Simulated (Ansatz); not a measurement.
# BF₂HS (SMILES FB(F)S): a rigid scan of the angle F3–B2–S4

The task here is to estimate one member of a computed series from the others.

Computed with Ansatz 0.2.0, Gaussian basis. Level: single points in def2-TZVPP.

Levels: PBE-D4, r2SCAN-D4, PBE0-D4, B3LYP-D4, wB97M-V, Hartree-Fock, MP2, CCSD, CCSD(T). The scan takes 104.6, 109.1, 113.6, 118.1, 122.6, 127.1, 131.6, 136.1, 140.6°.

Correlated methods freeze the cores. B3LYP uses VWN-RPA correlation.

50 further runs of the same task are left out: 50 set aside as unsound or not needed.

## The system as given

SMILES `FB(F)S`, 5 atoms, charge 0, spin multiplicity 1.

Atoms are counted from 1 here; the program's logs count them from 0.

Bond lengths: F1–B2 1.510 Å, B2–F3 1.449 Å, B2–S4 1.880 Å, S4–H5 1.342 Å. Angles: F1–B2–F3 120.4°, F1–B2–S4 119.0°, F3–B2–S4 120.6°, B2–S4–H5 94.5°.

Geometry (Å):

```mol
BF2HS
  3D, bonds by distance, orders not assigned

  5  4  0  0  0  0  0  0  0  0999 V2000
    0.9350   -1.5542    0.1270 F   0  0
   -0.1245   -0.4859    0.2488 B   0  0
   -0.9098   -0.3679    1.4609 F   0  0
   -0.3690    0.7208   -1.1725 S   0  0
    0.5181    1.6135   -0.7056 H   0  0
  1  2  8  0
  2  3  8  0
  2  4  8  0
  4  5  8  0
M  END
```

The first run:

pre/in.yaml reads:

```yaml
crystal:
  periodic: [false, false, false]
  atoms:
    - {symbol: F, position_ang: [0.935000, -1.554200, 0.127000]}
    - {symbol: B, position_ang: [-0.124500, -0.485900, 0.248800]}
    - {symbol: F, position_ang: [-0.909800, -0.367900, 1.460900]}
    - {symbol: S, position_ang: [-0.369000, 0.720800, -1.172500]}
    - {symbol: H, position_ang: [0.518100, 1.613500, -0.705600]}
basis:
  gaussian: {orbitals: def2-SVP}
hamiltonian: {xc: pbe, dispersion: d4}
relax: {f_tol: 0.03, max_steps: 250}
```

The command line of these runs was not kept.

Steps of the session up to this table: A first relaxation in a small basis; Finding the minimum; Reference energies at the minimum; F3–B2–S4 = 104.6°; F3–B2–S4 = 109.1°; F3–B2–S4 = 113.6°; F3–B2–S4 = 118.1°; F3–B2–S4 = 122.6°; F3–B2–S4 = 127.1°; F3–B2–S4 = 131.6°; F3–B2–S4 = 136.1°; F3–B2–S4 = 140.6°.

One table of the session follows, with a row left open; its other results are not shown here.

Energies less that of the minimum at the same level (meV):

| angle (°) | PBE-D4 | PBE0-D4 | B3LYP-D4 | wB97M-V | Hartree-Fock |
| --- | --- | --- | --- | --- | --- |
| 104.6 | 497 | 513 | 522 | 512 | 585 |
| 109.1 | 272 | 283 | 288 | 281 | 326 |
| 113.6 | ? | ? | ? | ? | ? |
| 118.1 | 29 | 31 | 32 | 31 | 39 |
| 122.6 (minimum) | 0 | 0 | 0 | 0 | 0 |
| 122.6 | 0 | 0 | 0 | 0 | 0 |
| 127.1 | 33 | 31 | 31 | 32 | 30 |
| 131.6 | 130 | 128 | 128 | 129 | 131 |
| 136.1 | 298 | 298 | 299 | 299 | 311 |
| 140.6 | 549 | 551 | 554 | 552 | 582 |

Estimate the missing values for angle (°) = 113.6.

Worked estimate for «PBE-D4». A straight line through the neighbours (109.1, 272) and (118.1, 29) gives 272 + (29 − 272) × (113.6 − 109.1) / (118.1 − 109.1) = 150; a parabola fitted to 4 rows on both sides gives 118.

**Answer.** PBE-D4: 119; PBE0-D4: 124; B3LYP-D4: 127; wB97M-V: 123; Hartree-Fock: 146. In «PBE-D4» the line misses by +31 and the parabola by -1.
